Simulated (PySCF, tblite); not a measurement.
# C₄H₁₀B₂S₂: geometry, infrared bands and NMR shifts

Wanted: the infrared bands and NMR shifts of C₄H₁₀B₂S₂ (`C=CB(BSC)SC`), by calculation.

The runs use tblite 0.8.0 and PySCF 2.14.0, with density-fitted response routines of our own; the level of theory stands in each step. All values are computed, except where a source is named. Atoms are numbered from 0 throughout.

### Step 1. The starting structure

18 atoms, charge 0, multiplicity 1; geometry from: force field or distance geometry start.

Bonds of the start (Å): C0–C1 1.32, C1–B2 1.57, B2–B3 1.67, B3–S4 1.85, S4–C5 1.83, B2–S6 1.91, S6–C7 1.79, C0–H8 1.09, C0–H9 1.09, C1–H10 1.11, B3–H11 1.20, C5–H12 1.10, C5–H13 1.12, C5–H14 1.10, C7–H15 1.09, C7–H16 1.13, C7–H17 1.14.

### Step 2. Geometry optimisation with GFN2-xTB

What the job is given:

```
{"job": {"kind": "relax", "xc": "GFN2-xTB", "basis": "xTB"}, "charge": 0, "multiplicity": 1}
C     -1.920400    -2.312800    -0.478100
C     -0.736200    -1.791900    -0.226100
B     -0.497100    -0.275900     0.081400
B      0.941200     0.080200     0.843000
S      2.116600     1.402000     0.294300
C      3.740800     0.593600     0.090000
S     -1.993900     0.596300     0.883200
C     -2.527500     1.951700    -0.150700
H     -2.833500    -1.721200    -0.505300
H     -1.962300    -3.384800    -0.661500
H      0.134400    -2.474500    -0.209100
H      1.376400    -0.773300     1.559700
H      3.547500    -0.355600    -0.425800
H      4.221300     0.378900     1.076300
H      4.414900     1.246300    -0.479000
H     -1.874900     2.184000    -0.991800
H     -2.547000     2.872200     0.496500
H     -3.609200     1.791000    -0.457900
```

On the command line:

```
OMP_NUM_THREADS=1 python probes_run.py task.json out
```

The driver reads the jobs from task.json and runs them one after another.

**Question.** This job is followed by: GFN2-xTB harmonic vibrations, gas phase; GIAO PBE0/pcSseg-1 NMR shielding, non-relativistic, gas phase. Predict these results of the whole session: strongest single infrared mode (GFN2-xTB); zero-point energy (GFN2-xTB); ¹³C shifts against TMS (PBE0/pcSseg-1); ¹H shifts against TMS (PBE0/pcSseg-1, means over atoms taken as alike); ¹¹B shifts against BF3·OEt2 (PBE0/pcSseg-1); ³³S shifts against CS2 (PBE0/pcSseg-1); surface potential, 1st and 99th percentile.

The runs gave:

```
                                                              quantity                                   value
                             strongest single infrared mode (GFN2-xTB)                    2573 cm⁻¹, 99 km/mol
                                          zero-point energy (GFN2-xTB)                           84.2 kcal/mol
                                ¹³C shifts against TMS (PBE0/pcSseg-1)            146.6, 139.1, 25.9, 20.4 ppm
¹H shifts against TMS (PBE0/pcSseg-1, means over atoms taken as alike)  8.60, 7.03, 6.39, 6.08, 2.51, 2.28 ppm
                           ¹¹B shifts against BF3·OEt2 (PBE0/pcSseg-1)                          80.4, 72.7 ppm
                                ³³S shifts against CS2 (PBE0/pcSseg-1)                             112, 67 ppm
                                 surface potential, 1st and 99th percentile                      -0.83 V and 0.95 V
```

The optimisation took 137 steps and gained 1.642 eV; among the close pairs (by a distance rule), B2–S6 changed most, from 1.909 to 1.784 Å. No mode is imaginary among the 48: a minimum at this level. The strongest single mode, at 2573 cm⁻¹, moves mainly H11. Unscaled tight-binding wavenumbers are off by several per cent, some by more. Its intensities can rank the bands wrongly. C1 (alkene CH) lies farthest downfield among carbon, at 146.6 ppm; as expected for a trigonal carbon in a double bond. At PBE0/pcSseg-1: Shielding is most anisotropic at S4 (span 478 ppm, paramagnetic term -669 ppm). By nearest atom (PBE0/pcSseg-1), the HOMO sits on S6 54 %; C0 14 % and the LUMO on B2 27 %; B3 15 %.
